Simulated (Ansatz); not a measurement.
# H2NO (SMILES N[O]) at U-wB97M-V/STO-3G

What is the electronic atomisation energy of H2NO at U-wB97M-V/STO-3G? 

Program for the calculation: Ansatz 0.2.0.

54 further runs of the same task are left out: 4 that didn't finish, 50 set aside as unsound or not needed.

## Step 1: Starting point

H2NO: 4 atoms, total charge 0, spin state doublet. As SMILES, `N[O]`. The coordinates come from a GFN2-xTB relaxation.

Bond lengths: N1–O2 1.277 Å, N1–H3 1.017 Å, N1–H4 1.017 Å. Angles: O2–N1–H3 118.4°, O2–N1–H4 118.4°, H3–N1–H4 119.4°.

## Step 2: A single-point energy at U-wB97M-V/STO-3G

Contents of molecule.yaml:

```yaml
crystal:
  periodic: [false, false, false]
  atoms:
    - {symbol: "N", position_ang: [-0.015110, 0.041110, -0.107550]}
    - {symbol: O, position_ang: [0.804330, 0.357230, 0.819800]}
    - {symbol: H, position_ang: [-0.968410, 0.390510, -0.050090]}
    - {symbol: H, position_ang: [0.179190, -0.788850, -0.662160]}
basis:
  gaussian: {orbitals: STO-3G}
magnetization: {spin_polarized: true, initial_magnetization: 1}
hamiltonian: {xc: {name: wB97M-V}}
accuracy: high
```

Command:

```bash
$ ansatz run molecule.yaml --threads 1 --pin off --max-ram 2610MiB --events-out events.jsonl --progress --plain --runs-dir runs
```

The log of the run:

```text
Warning: RAYON_NUM_THREADS=1 ignored (pool sized by the plan → 1); use --threads N
Functional definition: wB97M-V
  name "wB97M-V"
  parameter omega = 0.3/bohr
  parameter cx = 0.15
  parameter cx01 = 1.007
  parameter cx10 = 0.259
  parameter css00 = 0.443
  parameter css04 = -1.437
  parameter css10 = -4.535
  parameter css20 = -3.390
  parameter css43 = 4.278
  parameter cos00 = 1.000
  parameter cos10 = 1.358
  parameter cos20 = 2.924
  parameter cos21 = -8.812
  parameter cos60 = -1.390
  parameter cos61 = 9.142
  parameter b = 6.0
  parameter c = 0.01
  gx(w, u) = 1 - cx + cx01*u + cx10*w
  gss(w, u) = css00 + css04*u^4 + css10*w + css20*w^2 + css43*w^4*u^3
  gos(w, u) = cos00 + cos10*w + (cos20 + cos21*u)*w^2 + (cos60 + cos61*u)*w^6
  exchange = spin_sum(e_x_unif_sr(omega)*gx(b97_w, b97_u_x)) + cx*exact_x_sr(omega) + exact_x_lr(omega)
  correlation = spin_sum(e_c_pw_mod_same_spin*gss(b97_w, b97_u_same))
      + integral(e_c_pw_mod_opposite_spin*gos(b97_w_opposite, b97_u_opposite)) + vv10(b, c)
188 factors; integrals over basis functions are off by at most 1.2e-8 eV
103 factors; integrals over basis functions are off by at most 7.6e-10 eV
mean field evaluation 1: about -3515.9207 eV, gradient 1.8e1 eV
mean field evaluation 2: about -3517.0025 eV, gradient 1.5e1 eV
mean field evaluation 4: about -3518.1958 eV, gradient 6.0e-1 eV
mean field evaluation 8: about -3518.1904 eV, gradient 4.4e-3 eV
mean field evaluation 16: about -3518.1904 eV, gradient 1.5e-5 eV
mean field -3518.19039465 eV, -129.2911122884 hartree, gradient 1.5e-8 eV, S^2 0.750613; 0 other end points of the search recorded, 0 dependent functions left out
reference -3518.19039630 eV, -129.2911123489 hartree; 9, 8 occupied and 3, 4 virtual orbitals, 188 factors
Total energy: -3518.19039630 eV, -129.2911123489 hartree
```

It took 9.9 s on 1 thread of Arm Neoverse V2, shared host; peak memory 0.34 GiB.

## Step 3: The H atom, same level

Contents of input.yaml:

```yaml
crystal:
  periodic: [false, false, false]
  atoms:
    - {symbol: H, position_ang: [0.000000, 0.000000, 0.000000]}
basis:
  gaussian: {orbitals: STO-3G}
magnetization: {spin_polarized: true, initial_magnetization: 1}
hamiltonian: {xc: {name: wB97M-V}}
accuracy: high
```

Command:

```bash
$ ansatz run input.yaml --threads 1 --pin off --max-ram 2610MiB --events-out events.jsonl --progress --plain --runs-dir runs
```

The log of the run, cut to the lines that bear on the results:

```text
Warning: RAYON_NUM_THREADS=1 ignored (pool sized by the plan → 1); use --threads N
[... 2 set-up lines as earlier in the session ...]
[...]
  gx(w, u) = 1 - cx + cx01*u + cx10*w
  gss(w, u) = css00 + css04*u^4 + css10*w + css20*w^2 + css43*w^4*u^3
  gos(w, u) = cos00 + cos10*w + (cos20 + cos21*u)*w^2 + (cos60 + cos61*u)*w^6
[...]
      + integral(e_c_pw_mod_opposite_spin*gos(b97_w_opposite, b97_u_opposite)) + vv10(b, c)
1 factors; integrals over basis functions are off by at most 4.6e-10 eV
1 factors; integrals over basis functions are off by at most 2.9e-10 eV
[...]
mean field -12.42314868 eV, -0.4565422933 hartree, gradient 0.0e0 eV, S^2 0.750000; 0 other end points of the search recorded, 0 dependent functions left out
reference -12.42314998 eV, -0.4565423410 hartree; 1, 0 occupied and 0, 1 virtual orbitals, 1 factors
Total energy: -12.42314998 eV, -0.4565423410 hartree
```

It took 0.24 s on 1 thread of Arm Neoverse V2, shared host.

## Step 4: The N atom

Contents of job.yaml:

```yaml
basis:
  gaussian:
    orbitals: STO-3G
crystal:
  periodic: [false, false, false]
  atoms:
    - {symbol: "N", position_ang: [0.000000, 0.000000, 0.000000]}
accuracy: high
magnetization:
  spin_polarized: true
  initial_magnetization: 3
hamiltonian:
  xc: {name: wB97M-V}
```

Run the same way, it converges to -53.89131 Eh (log not shown).

## Step 5: The O atom

Contents of molecule.yaml:

```yaml
crystal:
  periodic: [false, false, false]
  atoms:
    - symbol: O
      position_ang: [0.000000, 0.000000, 0.000000]
basis:
  gaussian: {orbitals: STO-3G}
magnetization: {spin_polarized: true, initial_magnetization: 2}
hamiltonian: {xc: {name: wB97M-V}}
accuracy: high
```

Run the same way, it converges to -74.04146 Eh (log not shown).

## Step 6: Results

Level: U-wB97M-V/STO-3G.

| quantity | value |
| --- | --- |
| molecule: total energy | -129.29111 Eh |
| molecule: ⟨S²⟩ | 0.751 |
| H atom: total energy | -0.45654 Eh |
| H atom: ⟨S²⟩ | 0.750 |
| N atom: total energy | -53.89131 Eh |
| N atom: ⟨S²⟩ | 3.750 |
| O atom: total energy | -74.04146 Eh |
| O atom: ⟨S²⟩ | 2.000 |
| electronic atomisation energy | 12.116 eV |

In words: Taking the molecule apart into free atoms costs 12.12 eV (279 kcal/mol), before zero-point energy and without spin-orbit coupling. In a minimal basis such a difference can be off by several eV, whatever the method.
